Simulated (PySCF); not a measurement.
# B2SiH5Br (SMILES BB[SiH2]Br): TPSSh/cc-pVDZ

What is the vertical ionisation energy of B2SiH5Br at TPSSh/cc-pVDZ? The job is set up through a Python script.

The calculation is run with PySCF 2.14.0.

## Step 1: The structure to begin with

The species is B2SiH5Br (9 atoms), meant as a singlet with charge 0. SMILES: `BB[SiH2]Br`. The coordinates come from a GFN2-xTB relaxation. This is one conformer, not always the lowest.

Bond lengths: B1–B2 1.595 Å, B2–Si3 1.960 Å, Si3–Br4 2.251 Å, B1–H5 1.176 Å, B1–H6 1.174 Å, B2–H7 1.174 Å, Si3–H8 1.468 Å, Si3–H9 1.467 Å. Some angles: B1–B2–Si3 117.9°, B2–Si3–Br4 107.1°, B1–B2–H7 127.1°, Si3–B2–H7 115.0°, B2–B1–H5 122.1°, B2–B1–H6 123.7°, B2–Si3–H8 117.7°, B2–Si3–H9 120.6°, Br4–Si3–H8 102.1°, Br4–Si3–H9 100.8°.

## Step 2: The energy at TPSSh/cc-pVDZ

The input, run.py:

```python
from pyscf import gto, dft

mol = gto.M(
    atom='''
B     -0.312820     1.523660    -0.872530
B      0.327060     0.064470    -0.798740
Si     0.262580    -0.880600     0.917150
Br    -1.150610    -2.614050     0.664300
H      0.305380     2.490320    -0.615520
H     -1.446390     1.727010    -1.101190
H      0.834270    -0.530850    -1.674530
H      1.487310    -1.546500     1.376890
H     -0.306790    -0.233460     2.104180
''',
    verbose=3,
    basis='cc-pvdz',
    spin=0,
    max_memory=1860,
)

ks = dft.RKS(mol, xc='tpssh')
ks.conv_tol = 1e-10
ks.grids.level = 4
ks.kernel()
if not ks.converged:
    ks = ks.newton().run(ks.mo_coeff, ks.mo_occ)

e_final = ks.e_tot
print('Final energy', e_final)
```

The run is started by

```bash
$ OMP_NUM_THREADS=1 python run.py
```

Log:

```text
converged SCF energy = -2916.25150266226
Final energy -2916.2515026622614
```

Wall time 37 s (1 thread of Arm Neoverse V1, shared host); peak memory 0.52 GiB.

## Step 3: The doublet cation at the same level

The input, run.py:

```python
from pyscf import gto, dft

mol = gto.M(
    atom=[
    ('B', (-0.312820, 1.523660, -0.872530)),
    ('B', (0.327060, 0.064470, -0.798740)),
    ('Si', (0.262580, -0.880600, 0.917150)),
    ('Br', (-1.150610, -2.614050, 0.664300)),
    ('H', (0.305380, 2.490320, -0.615520)),
    ('H', (-1.446390, 1.727010, -1.101190)),
    ('H', (0.834270, -0.530850, -1.674530)),
    ('H', (1.487310, -1.546500, 1.376890)),
    ('H', (-0.306790, -0.233460, 2.104180)),
],
    spin=1,
    charge=1,
    basis='cc-pvdz',
    verbose=4,
    max_memory=1860,
)

calc0 = dft.UKS(mol)
calc0.xc = 'tpssh'
calc0.conv_tol = 1e-10
calc0.grids.level = 4
calc0.kernel()
if not calc0.converged:
    calc0 = calc0.newton().run(calc0.mo_coeff, calc0.mo_occ)

e_final = calc0.e_tot
print('Final energy', e_final)
```

The run is started by

```bash
$ OMP_NUM_THREADS=1 python run.py
```

Log:

```text
PySCF version 2.14.0

[... 57 lines left out ...]
WARN: HOMO -0.3081076122076 >= LUMO -0.308107612207599
[... 62 lines left out ...]
converged SCF energy = -2915.89285906504  <S^2> = 0.75621126  2S+1 = 2.0062016
Final energy -2915.892859065042
```

It took 100 s on 1 thread of Arm Neoverse V1, shared host; peak memory 0.55 GiB.

## Step 4: Summary of results

At TPSSh/cc-pVDZ:

```
                                          quantity           value
                    singlet B2SiH5Br: total energy  -2916.25150 Eh
                   singlet B2SiH5Br: dipole moment          2.02 D
                     singlet B2SiH5Br: HOMO energy        -7.27 eV
                     singlet B2SiH5Br: LUMO energy        -3.06 eV
                   singlet B2SiH5Br: HOMO–LUMO gap         4.21 eV
                      doublet cation: total energy  -2915.89286 Eh
doublet cation: HOMO energy (highest over α and β)       -13.21 eV
 doublet cation: LUMO energy (lowest over α and β)       -12.20 eV
                              doublet cation: ⟨S²⟩           0.756
vertical ionisation energy (to the doublet cation)        9.759 eV
```

What this shows: Removing an electron at fixed nuclei costs 9.76 eV (225 kcal/mol). −ε(HOMO) before ionisation, 7.27 eV, is 2.49 eV below this ionisation energy.
